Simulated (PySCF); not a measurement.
**SnH2F (SMILES [F][SnH2]) at UPBE0/STO-6G**

What is the vertical ionisation energy of SnH2F at UPBE0/STO-6G? 

Program for the calculation: PySCF 2.14.0.

4 further runs of the same task are left out: 4 set aside as unsound or not needed.

### Step 1. The system as given

The species is SnH2F (4 atoms), meant as a doublet with charge 0. As SMILES, `[F][SnH2]`. The coordinates come from a PBE0-D4/def2-TZVP relaxation.

Bond lengths: F1–Sn2 1.932 Å, Sn2–H3 1.726 Å, Sn2–H4 1.726 Å. Angles: F1–Sn2–H3 103.3°, F1–Sn2–H4 103.3°, H3–Sn2–H4 113.3°.

### Step 2. A single-point energy at UPBE0/STO-6G

run.py

```python
from pyscf import gto, dft

mol = gto.Mole()
mol.atom = [
    ('F', (-1.552600, -0.190000, 0.640700)),
    ('Sn', (0.028300, -0.242200, -0.468300)),
    ('H', (1.184100, -1.054400, 0.524100)),
    ('H', (0.395700, 1.426200, -0.716700)),
]
mol.charge = 0
mol.spin = 1
mol.basis = 'sto-6g'
mol.max_memory = 1860
mol.verbose = 3
mol.build()

ks = dft.UKS(mol, xc='pbe0')
ks.grids.level = 5
ks.conv_tol = 1e-10
ks.kernel()
if not ks.converged:
    ks = ks.newton().run(ks.mo_coeff, ks.mo_occ)

e_tot = ks.e_tot
print('E(%s) = %.9f' % ('PBE0', e_tot))
```

The run is started by

```sh
$ OMP_NUM_THREADS=1 python run.py
```

The program printed:

```text
WARN: HOMO -0.467534607694958 >= LUMO -0.467534607694941

converged SCF energy = -6096.59791324589  <S^2> = 0.75133278  2S+1 = 2.0013323
E(PBE0) = -6096.597913246
```

Wall time 14 s (1 thread of Arm Neoverse N1, shared host); peak memory 0.27 GiB.

### Step 3. The singlet cation

mol.xyz

```xyz
4
FH2Sn
F     -1.552600    -0.190000     0.640700
Sn     0.028300    -0.242200    -0.468300
H      1.184100    -1.054400     0.524100
H      0.395700     1.426200    -0.716700
```

run.py

```python
from pyscf import gto, dft

molecule = gto.M(
    atom='mol.xyz',
    charge=1,
    basis='sto-6g',
    verbose=4,
    max_memory=1860,
    spin=0,
)

calc0 = dft.RKS(molecule)
calc0.xc = 'pbe0'
calc0.conv_tol = 1e-10
calc0.grids.level = 5
calc0.kernel()
if not calc0.converged:
    calc0 = calc0.newton().run(calc0.mo_coeff, calc0.mo_occ)

e_final = calc0.e_tot
print(f'total energy: {e_final:.8f} hartree')
```

The run is started by

```sh
$ OMP_NUM_THREADS=1 python run.py
```

The program printed:

```text
PySCF version 2.14.0

[INPUT] num. atoms = 4
[INPUT] num. electrons = 60
[INPUT] charge = 1
[INPUT] spin (= nelec alpha-beta = 2S) = 0
[INPUT] symmetry False subgroup None
[INPUT] Mole.unit = angstrom
[INPUT] Symbol           X                Y                Z      unit          X                Y                Z       unit  Magmom
[INPUT]  1 F     -1.552600000000  -0.190000000000   0.640700000000 AA   -2.933988781000  -0.359047963667   1.210747528009 Bohr   0.0
[INPUT]  2 Sn     0.028300000000  -0.242200000000  -0.468300000000 AA    0.053479249325  -0.457691667370  -0.884958744134 Bohr   0.0
[INPUT]  3 H      1.184100000000  -1.054400000000   0.524100000000 AA    2.237624704097  -1.992527225741   0.990405461885 Bohr   0.0
[INPUT]  4 H      0.395700000000   1.426200000000  -0.716700000000 AA    0.747764627490   2.695127398855  -1.354366713476 Bohr   0.0

nuclear repulsion = 157.420770927441
number of shells = 16
number of NR pGTOs = 204
number of NR cGTOs = 34
basis = sto-6g
ecp = {}

******** <class 'pyscf.dft.rks.RKS'> ********
method = RKS
initial guess = minao
damping factor = 0
level_shift factor = 0
DIIS = <class 'pyscf.scf.diis.CDIIS'>
diis_start_cycle = 1
diis_space = 8
diis_damp = 0
SCF conv_tol = 1e-10
SCF conv_tol_grad = None
SCF max_cycles = 50
direct_scf = True
direct_scf_tol = 1e-13
XC library pyscf.dft.libxc version 7.0.0
    S. Lehtola, C. Steigemann, M. J.T. Oliveira, and M. A.L. Marques.,  SoftwareX 7, 1–5 (2018)
XC functionals = pbe0
radial grids:
    Treutler-Ahlrichs [JCP 102, 346 (1995); DOI:10.1063/1.469408] (M4) radial grids

becke partition: Becke, JCP 88, 2547 (1988); DOI:10.1063/1.454033
pruning grids: <function nwchem_prune>
grids dens level: 5
symmetrized grids: False
atomic radii adjust function: <function treutler_atomic_radii_adjust>
small_rho_cutoff = 0
Set gradient conv threshold to 1e-05
Initial guess from minao.
tot grids = 137960
init E= -6082.4182686294
  HOMO = -0.618469990631459  LUMO = -0.467534607694916  gap/eV = 4.10716
cycle= 1 E= -6096.29622988842  delta_E= -13.9  |g|= 0.392  |ddm|= 2.31
  HOMO = -0.257964885388794  LUMO = -0.228283518038691  gap/eV = 0.80767
cycle= 2 E= -6094.93704253002  delta_E= 1.36  |g|= 1.91  |ddm|= 2.97
  HOMO = -0.448097004470504  LUMO = -0.314313454094709  gap/eV = 3.64044
cycle= 3 E= -6096.37399749575  delta_E= -1.44  |g|= 0.108  |ddm|= 2.37
  HOMO = -0.476397455996627  LUMO = -0.326913911459513  gap/eV = 4.06765
cycle= 4 E= -6096.37864931911  delta_E= -0.00465  |g|= 0.0373  |ddm|= 0.182
  HOMO = -0.48063880539308  LUMO = -0.324025492924574  gap/eV = 4.26167
cycle= 5 E= -6096.37932531111  delta_E= -0.000676  |g|= 0.0043  |ddm|= 0.0638
  HOMO = -0.481057185156688  LUMO = -0.324226954807732  gap/eV = 4.26757
cycle= 6 E= -6096.37933457149  delta_E= -9.26e-06  |g|= 0.00106  |ddm|= 0.0103
  HOMO = -0.480867685082476  LUMO = -0.324232853445252  gap/eV = 4.26225
cycle= 7 E= -6096.37933506268  delta_E= -4.91e-07  |g|= 0.00013  |ddm|= 0.00149
  HOMO = -0.480843352818012  LUMO = -0.324233974390318  gap/eV = 4.26156
cycle= 8 E= -6096.37933507056  delta_E= -7.87e-09  |g|= 2.39e-06  |ddm|= 0.000241
  HOMO = -0.480842940579738  LUMO = -0.324233935763655  gap/eV = 4.26155
cycle= 9 E= -6096.37933507057  delta_E= -1.09e-11  |g|= 2.34e-07  |ddm|= 1.8e-05
  HOMO = -0.48084293132462  LUMO = -0.324233955556914  gap/eV = 4.26155
Extra cycle  E= -6096.37933507056  delta_E= 3.64e-12  |g|= 6.55e-08  |ddm|= 1.31e-06
converged SCF energy = -6096.37933507056
total energy: -6096.37933507 hartree
```

Run time: 9 s. Hardware: 1 thread of Arm Neoverse N1, shared host; peak memory 0.26 GiB.

### Step 4. What came out

At UPBE0/STO-6G:

```
                                          quantity           value
                       doublet SnH2F: total energy  -6096.59791 Eh
                      doublet SnH2F: dipole moment          1.05 D
 doublet SnH2F: HOMO energy (highest over α and β)        -2.95 eV
  doublet SnH2F: LUMO energy (lowest over α and β)         0.52 eV
                               doublet SnH2F: ⟨S²⟩           0.751
                      singlet cation: total energy  -6096.37934 Eh
                       singlet cation: HOMO energy       -13.08 eV
                       singlet cation: LUMO energy        -8.82 eV
                     singlet cation: HOMO–LUMO gap         4.26 eV
vertical ionisation energy (to the singlet cation)        5.948 eV
```

Removing an electron at fixed nuclei costs 5.95 eV (137 kcal/mol). Only the singlet of the ionised species was computed; a triplet could lie lower. In a minimal basis such a difference can be off by several eV, whatever the method. Relativity is left out (doublet SnH2F) although the molecule holds a heavy atom. Mulliken charges (singlet cation) run from -0.10 on F1 to +1.13 on Sn2. Relativity is left out (singlet cation) although the molecule holds a heavy atom.
